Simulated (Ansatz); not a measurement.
# AsH3+ (doublet): wave-function methods side by side at a displaced geometry (v1), 6-31G

How much of the correlation energy of AsH3+ (doublet) does each wave-function method recover here?

Computed with Ansatz 0.2.0, Gaussian basis. Level: 6-31G, core rule «outside noble gas», up to 14 orbitals frozen.

Plan: UHF; CCSD(T) on ROHF; CCSD(T) on UHF; BCCD(T) on ROHF; CISD; CCSDT(Q) on ROHF; CCSDT(Q) on UHF; CCSDTQ on ROHF; CASSCF and MRCISD+Q, 7 electrons in 7 orbitals; CASSCF and NEVPT2, 7 electrons in 7 orbitals; Full CI.

17 further runs of the same task are left out: 7 that didn't finish, 10 set aside as unsound or not needed.

**1. What is computed**

The geometry is a PBE0/def2-TZVP stationary point (not a proven minimum) with its atoms shifted at random (size 0.040 Å). No spin-orbit coupling is included. The filled d shell of As may be among the frozen orbitals whatever the setting's name suggests; the logs give the count.

4 atoms, charge 1, spin multiplicity 2.

Atoms are counted from 1 here; the program's logs count them from 0.

Bond lengths: As1–H2 1.493 Å, As1–H3 1.497 Å, As1–H4 1.534 Å. Angles: H2–As1–H3 112.0°, H2–As1–H4 114.0°, H3–As1–H4 114.8°.

Coordinates:

```xyz
4
charge 1, multiplicity 2
As    0.0002   -0.0001   -0.0150
H     1.4355   -0.0025    0.3959
H    -0.6845    1.2816    0.3451
H    -0.7640   -1.2710    0.3770
```

**2. UHF**

File in.yaml:

```yaml
crystal:
  periodic: [false, false, false]
  atoms:
    - {symbol: As, position_ang: [0.000175, -0.000109, -0.015041]}
    - {symbol: H, position_ang: [1.435454, -0.002488, 0.395928]}
    - {symbol: H, position_ang: [-0.684462, 1.281611, 0.345077]}
    - {symbol: H, position_ang: [-0.763996, -1.271049, 0.376987]}
basis:
  gaussian: {orbitals: 6-31G}
total_charge: 1
magnetization: {spin_polarized: true, initial_magnetization: 1}
hamiltonian: {xc: hf}
output: {orbitals: {seedname: orbitals}}
```

Started as:

```sh
> ansatz run in.yaml --threads 1 --pin off --events-out ev --progress --plain --max-ram 2393MiB
```

The runs that follow: CCSD(T) on ROHF; CCSD(T) on UHF; BCCD(T) on ROHF; CISD; CCSDT(Q) on ROHF; CCSDT(Q) on UHF; CCSDTQ on ROHF; CASSCF and MRCISD+Q, 7 electrons in 7 orbitals; CASSCF and NEVPT2, 7 electrons in 7 orbitals; Full CI.

Before running them: what should the planned runs give, taken together? Wanted: FCI below the RHF energy; RMP2 from FCI; UMP2 from FCI; RCCSD from FCI; RCCSD(T) from FCI; UCCSD(T) from FCI; RCCSDT(Q) from FCI; UCCSDT(Q) from FCI; NEVPT2 valence from FCI.

The runs gave:

```
                         quantity                                                                                                                       value
         FCI below the RHF energy                                                                                                                  -2.0659 eV
                    RMP2 from FCI                                                                                                                +57.7 kJ/mol
                    UMP2 from FCI                                                                                                                +56.7 kJ/mol
                   RCCSD from FCI                                                                                                                 +3.2 kJ/mol
                RCCSD(T) from FCI                                                                                                                 +0.9 kJ/mol
                UCCSD(T) from FCI                                                                                                                 +0.8 kJ/mol
               RCCSDT(Q) from FCI                                                                                                                  0.0 kJ/mol
               UCCSDT(Q) from FCI                                                                                                                 -0.1 kJ/mol
          NEVPT2 valence from FCI                                                                                                                +11.4 kJ/mol
        MRCISD+Q valence from FCI                                                                                                                 +0.6 kJ/mol
levels within 1 kcal/mol (43 meV)  RCCSD, UCCSD, RCCSD(T), UCCSD(T), BCCD(T), RCCSDT, UCCSDT, RCCSDT(Q), UCCSDT(Q), RCCSDTQ, MRCISD valence, MRCISD+Q valence
                    T1 diagnostic                                                                                                                       0.012
   effectively unpaired electrons                                                                                                                        1.03
```

What this shows: RCCSD(T) misses by +0.9 kJ/mol, 0.4 % of the correlation energy. One determinant dominates. Of the multireference levels listed MRCISD+Q valence comes nearest in total energy (+0.6 kJ/mol), which doesn't show that its space is the better one. These misses are within one basis, not against nature; the frozen cores of restricted and unrestricted runs differ, which can shift their rows.
